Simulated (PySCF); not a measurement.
# C4H11B: the cost of one run

Programs: PySCF 2.14.0, with density-fitted response routines of our own. Each step states its level of theory. These are calculated values for one molecule, in the gas phase or a continuum, unless marked as measured. Atoms count from 0, in the outputs and in this text.

## (1) The starting structure

16 atoms, charge 0, multiplicity 1; geometry from: GFN2-xTB. The atoms were then displaced at random by about 0.01 Å, so the start is not that level's minimum.

Bonds of the start (Å): B0–C1 1.56, C1–C2 1.56, C1–C3 1.57, C1–C4 1.53, B0–H5 1.17, B0–H6 1.19, C2–H7 1.10, C2–H8 1.09, C2–H9 1.07, C3–H10 1.07, C3–H11 1.09, C3–H12 1.06, C4–H13 1.07, C4–H14 1.10, C4–H15 1.11.

## (2) Optimising the geometry at PBE0-D3(BJ)/def2-SVP

The job: settings as JSON, then the geometry in Å.

```
{"job": {"xc": "PBE0", "basis": "def2-SVP", "d3": "d3bj", "grid": 1, "shake": 0.01, "kind": "geom"}, "charge": 0, "multiplicity": 1}
B     -0.878040     1.203670     0.744440
C     -0.014800     0.095850     0.075030
C     -1.024470    -0.663500    -0.836540
C      1.160130     0.638370    -0.807520
C      0.581140    -0.900780     1.072870
H     -1.462910     1.026450     1.742090
H     -1.045340     2.248260     0.194020
H     -0.474240    -1.471390    -1.338740
H     -1.821980    -1.073620    -0.222780
H     -1.428570    -0.002650    -1.571900
H      1.838810     1.182020    -0.192650
H      0.747590     1.307220    -1.561790
H      1.621060    -0.173100    -1.306450
H      1.091520    -1.695060     0.574520
H     -0.200950    -1.345250     1.699140
H      1.291980    -0.378860     1.746980
```

On the command line:

```
$ OMP_NUM_THREADS=1 python probes_run.py task.json out
```

This one command runs all jobs of the session in turn.

**Question.** How long does this first job take on 1 thread of INTEL XEON PLATINUM 8581C at 2.10GHz, shared host, and how much memory does it need?

About 25 s, with a peak of 0.55 GiB.
